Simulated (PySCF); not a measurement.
**CH₅FGeS: core binding energies at several levels of theory, part 1 of 2**

How much do the core binding energies of CH₅FGeS (`C[S][GeH2][F]`) depend on the level of theory, and what does each level cost?

Computed with PySCF 2.14.0, with density-fitted response routines of our own, on a single molecule in the gas phase. Atoms are numbered from 0 throughout.

## Step 1: The starting structure

9 atoms, charge 0, multiplicity 1; geometry from: PBE0-D3(BJ)/def2-SVP.

Bonds of the start (Å): C0–S1 1.82, S1–Ge2 2.20, Ge2–F3 1.75, C0–H4 1.10, C0–H5 1.10, C0–H6 1.10, Ge2–H7 1.53, Ge2–H8 1.54.

## Step 2: X-ray photoelectron lines: SCAN, X2C

The job: settings as JSON, then the geometry in Å.

```
{"job": {"kind": "xps"}, "charge": 0, "multiplicity": 1}
C      1.547012    -0.174159     0.104988
S      0.282881    -0.906566     1.196702
Ge    -1.507288     0.035437     0.343714
F     -1.501800     1.745044     0.706279
H      2.493319    -0.682580     0.333146
H      1.308292    -0.337527    -0.955731
H      1.662190     0.900115     0.301389
H     -2.745454    -0.563495     1.018189
H     -1.480050    -0.032851    -1.191034
```

Level: delta-SCF UKS SCAN, pcX-2 on the ionised atom, pcseg-1 elsewhere, spin-free X2C.

Launch:

```console
$ OMP_NUM_THREADS=1 python probes_run.py task.json out
```

One launch serves the whole session: the jobs run in the order shown.

Standard output:

```text
ground state, core basis on atom 0 (C), 129 functions
  cycle   1  E = -2634.10474575  |g| = 6.05e-01
  cycle   2  E = -2633.85808160  |g| = 1.32e+00
  cycle   3  E = -2634.17396692  |g| = 1.36e-01
  cycle   4  E = -2634.17767835  |g| = 6.03e-02
  cycle   5  E = -2634.17866693  |g| = 1.59e-02
  cycle   6  E = -2634.17876014  |g| = 2.20e-03
  cycle   7  E = -2634.17876153  |g| = 7.73e-04
  cycle   8  E = -2634.17876203  |g| = 2.51e-04
  E(ground) = -2634.32048181 Eh
hole in C 1s of atom 0
  cycle   1  E = -2622.88804373  |g| = 1.50e+00
  cycle   2  E = -2621.95072475  |g| = 1.94e+00
  cycle   3  E = -2623.38532193  |g| = 3.87e-01
  cycle   4  E = -2623.44401931  |g| = 1.71e-01
  cycle   5  E = -2623.45672213  |g| = 8.18e-02
  cycle   6  E = -2623.45882540  |g| = 2.88e-02
  cycle   7  E = -2623.45917960  |g| = 6.63e-03
  cycle   8  E = -2623.45921163  |g| = 3.43e-03
  cycle   9  E = -2623.45922044  |g| = 1.51e-03
  cycle  10  E = -2623.45922243  |g| = 7.93e-04
  cycle  11  E = -2623.45922403  |g| = 1.67e-04
  E(ion) = -2623.60172751 Eh   <S^2> = 0.7749   hole on atom = 1.000   binding energy = 291.672 eV
ground state, core basis on atom 1 (S), 140 functions
  cycle   1  E = -2634.32628542  |g| = 4.05e-01
  cycle   2  E = -2634.32597464  |g| = 5.00e-02
  cycle   3  E = -2634.32487008  |g| = 7.97e-02
  cycle   4  E = -2634.32669283  |g| = 6.83e-03
  cycle   5  E = -2634.32668775  |g| = 5.62e-03
  cycle   6  E = -2634.32669402  |g| = 3.33e-04
  E(ground) = -2634.45438529 Eh
hole in S 1s of atom 1
  cycle   1  E = -2542.08089186  |g| = 5.08e+00
  cycle   2  E = -2542.18900451  |g| = 2.27e+00
  cycle   3  E = -2542.35937183  |g| = 1.32e+00
  cycle   4  E = -2543.22141260  |g| = 4.46e-01
  cycle   5  E = -2543.27327017  |g| = 2.85e-01
  cycle   6  E = -2543.30280682  |g| = 6.69e-02
  cycle   7  E = -2543.30417712  |g| = 2.50e-02
  cycle   8  E = -2543.30448390  |g| = 5.46e-03
  cycle   9  E = -2543.30449491  |g| = 2.82e-03
  cycle  10  E = -2543.30449918  |g| = 4.12e-04
  E(ion) = -2543.42464502 Eh   <S^2> = 0.7515   hole on atom = 1.000   binding energy = 2477.045 eV
hole in S 2p of atom 1
  cycle   1  E = -2627.64154433  |g| = 1.53e+00
  cycle   2  E = -2627.43043607  |g| = 1.37e+00
  cycle   3  E = -2627.99509608  |g| = 4.46e-01
  cycle   4  E = -2628.07048565  |g| = 2.36e-01
  cycle   5  E = -2628.08544487  |g| = 9.06e-02
  cycle   6  E = -2628.08908609  |g| = 2.27e-02
  cycle   7  E = -2628.08930287  |g| = 9.71e-03
  cycle   8  E = -2628.08935412  |g| = 2.01e-03
  cycle   9  E = -2628.08935510  |g| = 1.22e-03
  cycle  10  E = -2628.08935640  |g| = 3.37e-04
  E(ion) = -2628.22527499 Eh   <S^2> = 0.7533   hole on atom = 1.001   binding energy = 169.503 eV
  2p3/2 = 169.259 eV   2p1/2 = 170.506 eV
ground state, core basis on atom 3 (F), 129 functions
  cycle   1  E = -2634.22242900  |g| = 1.23e-01
  cycle   2  E = -2634.22151226  |g| = 9.29e-02
  cycle   3  E = -2634.22200076  |g| = 7.59e-02
  cycle   4  E = -2634.22280340  |g| = 9.07e-03
  cycle   5  E = -2634.22282292  |g| = 1.71e-03
  cycle   6  E = -2634.22282630  |g| = 2.37e-04
  E(ground) = -2634.36712628 Eh
hole in F 1s of atom 3
  cycle   1  E = -2607.90366578  |g| = 2.59e+00
  cycle   2  E = -2607.44561774  |g| = 2.27e+00
  cycle   3  E = -2608.56098163  |g| = 6.16e-01
  cycle   4  E = -2608.52228017  |g| = 6.27e-01
  cycle   5  E = -2608.81433416  |g| = 6.14e-02
  cycle   6  E = -2608.81748522  |g| = 2.05e-02
  cycle   7  E = -2608.81781332  |g| = 7.32e-03
  cycle   8  E = -2608.81784102  |g| = 3.00e-03
  cycle   9  E = -2608.81784639  |g| = 8.06e-04
  cycle  10  E = -2608.81784791  |g| = 1.53e-04
  E(ion) = -2608.96955025 Eh   <S^2> = 0.7576   hole on atom = 1.000   binding energy = 691.103 eV
```

It took 15 s on 1 thread of Arm Neoverse V2, shared host; peak memory 0.45 GiB.

The holes in one table. −ε is the ground-state orbital energy:

| hole | stands for | environment | ΔSCF (eV; 2p as the shell's mean) | −ε (eV) | ⟨S²⟩ |
| --- | --- | --- | --- | --- | --- |
| C1s on C0 | C0 | methyl carbon bonded to S | 291.67 | 274.9 | 0.775 |
| S1s on S1 | S1 | sulfur bonded to C, Ge | 2477.05 | 2415.1 | 0.752 |
| S2p on S1 | S1 | sulfur bonded to C, Ge | 169.67 | 158.2 | 0.753 |
| F1s on F3 | F3 | fluorine bonded to Ge | 691.10 | 665.8 | 0.758 |

With the spin-orbit splitting: S1 2p3/2 169.26, 2p1/2 170.51 eV. The table gives each 2p level as the mean over the whole 2p shell (two parts 2p3/2, one part 2p1/2), which differs a little from the single hole in the log.

## Step 3: X-ray photoelectron lines: B3LYP, X2C

Same as in step 2 but for these lines:

```diff
@@ -1,2 +1,2 @@
-{"job": {"kind": "xps"}, "charge": 0, "multiplicity": 1}
+{"job": {"kind": "xps", "xc": "B3LYP"}, "charge": 0, "multiplicity": 1}
 C      1.547012    -0.174159     0.104988
```

Method: delta-SCF UKS B3LYP, pcX-2 on the ionised atom, pcseg-1 elsewhere, spin-free X2C.

Standard output:

```text
ground state, core basis on atom 0 (C), 129 functions
  cycle   1  E = -2634.23436752  |g| = 5.94e-01
  cycle   2  E = -2634.07207468  |g| = 1.15e+00
  cycle   3  E = -2634.30479987  |g| = 8.94e-02
  cycle   4  E = -2634.30659006  |g| = 3.96e-02
  cycle   5  E = -2634.30703782  |g| = 7.61e-03
  cycle   6  E = -2634.30705351  |g| = 1.10e-03
  cycle   7  E = -2634.30705400  |g| = 6.43e-04
  cycle   8  E = -2634.30705559  |g| = 8.09e-05
  E(ground) = -2634.31018003 Eh
hole in C 1s of atom 0
  cycle   1  E = -2623.02358433  |g| = 1.51e+00
  cycle   2  E = -2622.34179095  |g| = 1.83e+00
  cycle   3  E = -2623.54451496  |g| = 3.02e-01
  cycle   4  E = -2623.58250460  |g| = 8.46e-02
  cycle   5  E = -2623.58657996  |g| = 1.56e-02
  cycle   6  E = -2623.58675101  |g| = 3.77e-03
  cycle   7  E = -2623.58676125  |g| = 1.76e-03
  cycle   8  E = -2623.58676415  |g| = 6.61e-04
  cycle   9  E = -2623.58676642  |g| = 3.13e-04
  E(ion) = -2623.58985085 Eh   <S^2> = 0.7622   hole on atom = 1.000   binding energy = 291.715 eV
ground state, core basis on atom 1 (S), 140 functions
  cycle   1  E = -2634.44223021  |g| = 2.23e-01
  cycle   2  E = -2634.44233494  |g| = 3.78e-02
  cycle   3  E = -2634.44234145  |g| = 2.53e-02
  cycle   4  E = -2634.44244445  |g| = 7.79e-03
  cycle   5  E = -2634.44245645  |g| = 1.82e-03
  cycle   6  E = -2634.44246001  |g| = 2.77e-04
  E(ground) = -2634.44562668 Eh
hole in S 1s of atom 1
  cycle   1  E = -2542.27840163  |g| = 5.14e+00
  cycle   2  E = -2542.60033855  |g| = 2.19e+00
  cycle   3  E = -2543.08374989  |g| = 9.12e-01
  cycle   4  E = -2543.43252027  |g| = 3.61e-01
  cycle   5  E = -2543.47966616  |g| = 1.72e-01
  cycle   6  E = -2543.49023877  |g| = 2.78e-02
  cycle   7  E = -2543.49048936  |g| = 1.34e-02
  cycle   8  E = -2543.49058031  |g| = 1.60e-03
  cycle   9  E = -2543.49058147  |g| = 3.61e-04
  E(ion) = -2543.49369535 Eh   <S^2> = 0.7516   hole on atom = 1.000   binding energy = 2474.928 eV
hole in S 2p of atom 1
  cycle   1  E = -2627.78529517  |g| = 1.53e+00
  cycle   2  E = -2627.71888290  |g| = 1.26e+00
  cycle   3  E = -2628.18713354  |g| = 2.68e-01
  cycle   4  E = -2628.21298984  |g| = 1.64e-01
  cycle   5  E = -2628.22154719  |g| = 5.06e-02
  cycle   6  E = -2628.22265571  |g| = 1.03e-02
  cycle   7  E = -2628.22270811  |g| = 1.22e-03
  cycle   8  E = -2628.22270977  |g| = 5.29e-04
  cycle   9  E = -2628.22270976  |g| = 7.44e-05
  E(ion) = -2628.22579229 Eh   <S^2> = 0.7519   hole on atom = 1.001   binding energy = 169.250 eV
  2p3/2 = 168.956 eV   2p1/2 = 170.186 eV
ground state, core basis on atom 3 (F), 129 functions
  cycle   1  E = -2634.35766084  |g| = 8.39e-02
  cycle   2  E = -2634.35737511  |g| = 5.60e-02
  cycle   3  E = -2634.35753359  |g| = 4.58e-02
  cycle   4  E = -2634.35783959  |g| = 2.41e-03
  cycle   5  E = -2634.35784231  |g| = 7.80e-04
  cycle   6  E = -2634.35784110  |g| = 7.56e-05
  E(ground) = -2634.36092505 Eh
hole in F 1s of atom 3
  cycle   1  E = -2608.04997113  |g| = 2.61e+00
  cycle   2  E = -2607.89630374  |g| = 2.19e+00
  cycle   3  E = -2608.86803036  |g| = 4.19e-01
  cycle   4  E = -2608.85299035  |g| = 4.00e-01
  cycle   5  E = -2608.97050986  |g| = 2.86e-02
  cycle   6  E = -2608.97114668  |g| = 8.73e-03
  cycle   7  E = -2608.97120094  |g| = 2.46e-03
  cycle   8  E = -2608.97120574  |g| = 1.06e-03
  cycle   9  E = -2608.97120566  |g| = 2.15e-04
  E(ion) = -2608.97423518 Eh   <S^2> = 0.7551   hole on atom = 1.000   binding energy = 690.807 eV
```

Run time: 22 s. Hardware: 1 thread of Arm Neoverse V2, shared host; peak memory 0.51 GiB.

Binding energies by hole, beside the orbital energy of the ground state; the difference holds orbital relaxation and, for a density functional, its self-interaction error:

| hole | stands for | environment | ΔSCF (eV; 2p as the shell's mean) | −ε (eV) | ⟨S²⟩ |
| --- | --- | --- | --- | --- | --- |
| C1s on C0 | C0 | methyl carbon bonded to S | 291.72 | 278.1 | 0.762 |
| S1s on S1 | S1 | sulfur bonded to C, Ge | 2474.93 | 2425.3 | 0.752 |
| S2p on S1 | S1 | sulfur bonded to C, Ge | 169.37 | 160.5 | 0.752 |
| F1s on F3 | F3 | fluorine bonded to Ge | 690.81 | 671.2 | 0.755 |

With the spin-orbit splitting: S1 2p3/2 168.96, 2p1/2 170.19 eV. The table gives each 2p level as the mean over the whole 2p shell (two parts 2p3/2, one part 2p1/2), which differs a little from the single hole in the log.

## Step 4: Core-electron binding energies: PBE0, X2C

Same as in step 3 but for these lines:

```diff
@@ -1,2 +1,2 @@
-{"job": {"kind": "xps", "xc": "B3LYP"}, "charge": 0, "multiplicity": 1}
+{"job": {"kind": "xps", "xc": "PBE0"}, "charge": 0, "multiplicity": 1}
 C      1.547012    -0.174159     0.104988
```

With the program's defaults for keys left out, this is: delta-SCF UKS PBE0, pcX-2 on the ionised atom, pcseg-1 elsewhere, spin-free X2C.

Standard output:

```text
ground state, core basis on atom 0 (C), 129 functions
  cycle   1  E = -2633.61936060  |g| = 5.52e-01
  cycle   2  E = -2633.51396818  |g| = 9.71e-01
  cycle   3  E = -2633.68120541  |g| = 6.97e-02
  cycle   4  E = -2633.68229497  |g| = 3.08e-02
  cycle   5  E = -2633.68257172  |g| = 5.45e-03
  cycle   6  E = -2633.68258118  |g| = 6.52e-04
  cycle   7  E = -2633.68258358  |g| = 4.00e-04
  E(ground) = -2633.68491645 Eh
hole in C 1s of atom 0
  cycle   1  E = -2622.41877474  |g| = 1.51e+00
  cycle   2  E = -2621.89715728  |g| = 1.70e+00
  cycle   3  E = -2622.94199191  |g| = 2.90e-01
  cycle   4  E = -2622.97790593  |g| = 7.45e-02
  cycle   5  E = -2622.98112571  |g| = 1.44e-02
  cycle   6  E = -2622.98126179  |g| = 6.19e-03
  cycle   7  E = -2622.98128112  |g| = 2.91e-03
  cycle   8  E = -2622.98128723  |g| = 1.25e-03
  cycle   9  E = -2622.98128909  |g| = 4.44e-04
  E(ion) = -2622.98359733 Eh   <S^2> = 0.7661   hole on atom = 1.000   binding energy = 291.198 eV
ground state, core basis on atom 1 (S), 140 functions
  cycle   1  E = -2633.81855630  |g| = 2.77e-01
  cycle   2  E = -2633.81863535  |g| = 3.02e-02
  cycle   3  E = -2633.81862323  |g| = 2.33e-02
  cycle   4  E = -2633.81872189  |g| = 6.14e-03
  cycle   5  E = -2633.81872904  |g| = 1.25e-03
  cycle   6  E = -2633.81873062  |g| = 2.31e-04
  E(ground) = -2633.82121127 Eh
hole in S 1s of atom 1
  cycle   1  E = -2541.67656430  |g| = 5.13e+00
  cycle   2  E = -2542.12478047  |g| = 2.06e+00
  cycle   3  E = -2542.59592832  |g| = 7.79e-01
  cycle   4  E = -2542.84834023  |g| = 2.99e-01
  cycle   5  E = -2542.88258204  |g| = 1.29e-01
  cycle   6  E = -2542.88854894  |g| = 2.03e-02
  cycle   7  E = -2542.88868675  |g| = 9.47e-03
  cycle   8  E = -2542.88872820  |g| = 1.09e-03
  cycle   9  E = -2542.88873077  |g| = 2.98e-04
  E(ion) = -2542.89116668 Eh   <S^2> = 0.7517   hole on atom = 1.000   binding energy = 2474.333 eV
hole in S 2p of atom 1
  cycle   1  E = -2627.16758410  |g| = 1.52e+00
  cycle   2  E = -2627.17903395  |g| = 1.17e+00
  cycle   3  E = -2627.57772669  |g| = 2.32e-01
  cycle   4  E = -2627.59792894  |g| = 1.35e-01
  cycle   5  E = -2627.60394271  |g| = 4.07e-02
  cycle   6  E = -2627.60465015  |g| = 7.91e-03
  cycle   7  E = -2627.60468104  |g| = 1.08e-03
  cycle   8  E = -2627.60468131  |g| = 4.30e-04
  E(ion) = -2627.60708162 Eh   <S^2> = 0.7522   hole on atom = 1.001   binding energy = 169.095 eV
  2p3/2 = 168.798 eV   2p1/2 = 170.024 eV
ground state, core basis on atom 3 (F), 129 functions
  cycle   1  E = -2633.73309184  |g| = 1.11e-01
  cycle   2  E = -2633.73284361  |g| = 5.40e-02
  cycle   3  E = -2633.73285185  |g| = 5.52e-02
  cycle   4  E = -2633.73331415  |g| = 3.15e-03
  cycle   5  E = -2633.73331819  |g| = 7.07e-04
  cycle   6  E = -2633.73331655  |g| = 6.21e-05
  E(ground) = -2633.73562468 Eh
hole in F 1s of atom 3
  cycle   1  E = -2607.44450983  |g| = 2.60e+00
  cycle   2  E = -2607.44518482  |g| = 2.06e+00
  cycle   3  E = -2608.30143103  |g| = 3.52e-01
  cycle   4  E = -2608.30419706  |g| = 2.99e-01
  cycle   5  E = -2608.36892257  |g| = 2.21e-02
  cycle   6  E = -2608.36927936  |g| = 5.87e-03
  cycle   7  E = -2608.36930332  |g| = 1.53e-03
  cycle   8  E = -2608.36930472  |g| = 7.48e-04
  cycle   9  E = -2608.36930487  |g| = 1.80e-04
  E(ion) = -2608.37154489 Eh   <S^2> = 0.7557   hole on atom = 1.000   binding energy = 690.192 eV
```

Wall time 21 s (1 thread of Arm Neoverse V2, shared host); peak memory 0.51 GiB.

Binding energies by hole, beside the orbital energy of the ground state; the difference holds orbital relaxation and, for a density functional, its self-interaction error:

| hole | stands for | environment | ΔSCF (eV; 2p as the shell's mean) | −ε (eV) | ⟨S²⟩ |
| --- | --- | --- | --- | --- | --- |
| C1s on C0 | C0 | methyl carbon bonded to S | 291.20 | 279.5 | 0.766 |
| S1s on S1 | S1 | sulfur bonded to C, Ge | 2474.33 | 2430.0 | 0.752 |
| S2p on S1 | S1 | sulfur bonded to C, Ge | 169.21 | 161.7 | 0.752 |
| F1s on F3 | F3 | fluorine bonded to Ge | 690.19 | 673.6 | 0.756 |

With the spin-orbit splitting: S1 2p3/2 168.80, 2p1/2 170.02 eV. The table gives each 2p level as the mean over the whole 2p shell (two parts 2p3/2, one part 2p1/2), which differs a little from the single hole in the log.

## Step 5: Core holes by ΔSCF: PBE, X2C

Same as in step 4 but for these lines:

```diff
@@ -1,2 +1,2 @@
-{"job": {"kind": "xps", "xc": "PBE0"}, "charge": 0, "multiplicity": 1}
+{"job": {"kind": "xps", "xc": "PBE"}, "charge": 0, "multiplicity": 1}
 C      1.547012    -0.174159     0.104988
```

Method: delta-SCF UKS PBE, pcX-2 on the ionised atom, pcseg-1 elsewhere, spin-free X2C.

Standard output:

```text
ground state, core basis on atom 0 (C), 129 functions
  cycle   1  E = -2633.52179896  |g| = 6.21e-01
  cycle   2  E = -2633.13910262  |g| = 1.57e+00
  cycle   3  E = -2633.59505068  |g| = 1.74e-01
  cycle   4  E = -2633.60182271  |g| = 7.84e-02
  cycle   5  E = -2633.60340768  |g| = 1.99e-02
  cycle   6  E = -2633.60354141  |g| = 3.53e-03
  cycle   7  E = -2633.60353947  |g| = 1.28e-03
  cycle   8  E = -2633.60354294  |g| = 3.48e-04
  E(ground) = -2633.60679245 Eh
hole in C 1s of atom 0
  cycle   1  E = -2622.35439082  |g| = 1.52e+00
  cycle   2  E = -2620.97049165  |g| = 2.20e+00
  cycle   3  E = -2622.81612220  |g| = 4.36e-01
  cycle   4  E = -2622.86615649  |g| = 3.35e-01
  cycle   5  E = -2622.91021807  |g| = 1.35e-01
  cycle   6  E = -2622.91691275  |g| = 3.34e-02
  cycle   7  E = -2622.91748878  |g| = 7.51e-03
  cycle   8  E = -2622.91752196  |g| = 2.34e-03
  cycle   9  E = -2622.91752807  |g| = 4.26e-04
  E(ion) = -2622.92074246 Eh   <S^2> = 0.7627   hole on atom = 1.000   binding energy = 290.782 eV
ground state, core basis on atom 1 (S), 140 functions
  cycle   1  E = -2633.74032748  |g| = 3.54e-01
  cycle   2  E = -2633.74036693  |g| = 4.64e-02
  cycle   3  E = -2633.74016724  |g| = 4.55e-02
  cycle   4  E = -2633.74053215  |g| = 1.61e-02
  cycle   5  E = -2633.74059197  |g| = 4.28e-03
  cycle   6  E = -2633.74059478  |g| = 8.79e-04
  cycle   7  E = -2633.74059508  |g| = 1.45e-04
  E(ground) = -2633.74401705 Eh
hole in S 1s of atom 1
  cycle   1  E = -2541.64044035  |g| = 5.17e+00
  cycle   2  E = -2540.43988904  |g| = 2.94e+00
  cycle   3  E = -2538.03387832  |g| = 2.47e+00
  cycle   4  E = -2542.76606222  |g| = 3.92e-01
  cycle   5  E = -2542.79533697  |g| = 3.91e-01
  cycle   6  E = -2542.85447720  |g| = 1.27e-01
  cycle   7  E = -2542.85986232  |g| = 4.70e-02
  cycle   8  E = -2542.86090660  |g| = 8.90e-03
  cycle   9  E = -2542.86094022  |g| = 2.73e-03
  cycle  10  E = -2542.86094339  |g| = 1.04e-03
  cycle  11  E = -2542.86094430  |g| = 1.62e-04
  E(ion) = -2542.86431320 Eh   <S^2> = 0.7512   hole on atom = 1.000   binding energy = 2472.963 eV
hole in S 2p of atom 1
  cycle   1  E = -2627.10291108  |g| = 1.53e+00
  cycle   2  E = -2626.52310344  |g| = 1.65e+00
  cycle   3  E = -2627.37852560  |g| = 5.91e-01
  cycle   4  E = -2627.51100752  |g| = 3.04e-01
  cycle   5  E = -2627.53390281  |g| = 1.26e-01
  cycle   6  E = -2627.54240079  |g| = 1.87e-02
  cycle   7  E = -2627.54254844  |g| = 6.74e-03
  cycle   8  E = -2627.54256819  |g| = 2.05e-03
  cycle   9  E = -2627.54257416  |g| = 2.76e-04
  E(ion) = -2627.54589088 Eh   <S^2> = 0.7514   hole on atom = 1.001   binding energy = 168.660 eV
  2p3/2 = 168.386 eV   2p1/2 = 169.627 eV
ground state, core basis on atom 3 (F), 129 functions
  cycle   1  E = -2633.65371710  |g| = 1.39e-01
  cycle   2  E = -2633.65266236  |g| = 9.13e-02
  cycle   3  E = -2633.65204571  |g| = 1.12e-01
  cycle   4  E = -2633.65399855  |g| = 5.20e-03
  cycle   5  E = -2633.65400271  |g| = 1.98e-03
  cycle   6  E = -2633.65400624  |g| = 3.05e-04
  E(ground) = -2633.65722316 Eh
hole in F 1s of atom 3
  cycle   1  E = -2607.36904512  |g| = 2.62e+00
  cycle   2  E = -2606.59228832  |g| = 2.51e+00
  cycle   3  E = -2607.97179283  |g| = 6.87e-01
  cycle   4  E = -2607.81621763  |g| = 7.83e-01
  cycle   5  E = -2608.29376495  |g| = 6.98e-02
  cycle   6  E = -2608.29803150  |g| = 3.13e-02
  cycle   7  E = -2608.29887287  |g| = 1.01e-02
  cycle   8  E = -2608.29892915  |g| = 3.67e-03
  cycle   9  E = -2608.29893682  |g| = 6.36e-04
  cycle  10  E = -2608.29893791  |g| = 1.31e-04
  E(ion) = -2608.30207563 Eh   <S^2> = 0.7546   hole on atom = 1.000   binding energy = 689.949 eV
```

Wall time 10 s (1 thread of Arm Neoverse V2, shared host); peak memory 0.51 GiB.

Binding energies by hole, beside the orbital energy of the ground state; the difference holds orbital relaxation and, for a density functional, its self-interaction error:

| hole | stands for | environment | ΔSCF (eV; 2p as the shell's mean) | −ε (eV) | ⟨S²⟩ |
| --- | --- | --- | --- | --- | --- |
| C1s on C0 | C0 | methyl carbon bonded to S | 290.78 | 270.2 | 0.763 |
| S1s on S1 | S1 | sulfur bonded to C, Ge | 2472.96 | 2403.1 | 0.751 |
| S2p on S1 | S1 | sulfur bonded to C, Ge | 168.80 | 154.9 | 0.751 |
| F1s on F3 | F3 | fluorine bonded to Ge | 689.95 | 659.6 | 0.755 |

With the spin-orbit splitting: S1 2p3/2 168.39, 2p1/2 169.63 eV. The table gives each 2p level as the mean over the whole 2p shell (two parts 2p3/2, one part 2p1/2), which differs a little from the single hole in the log.

(Continued in part 2 of 2.)
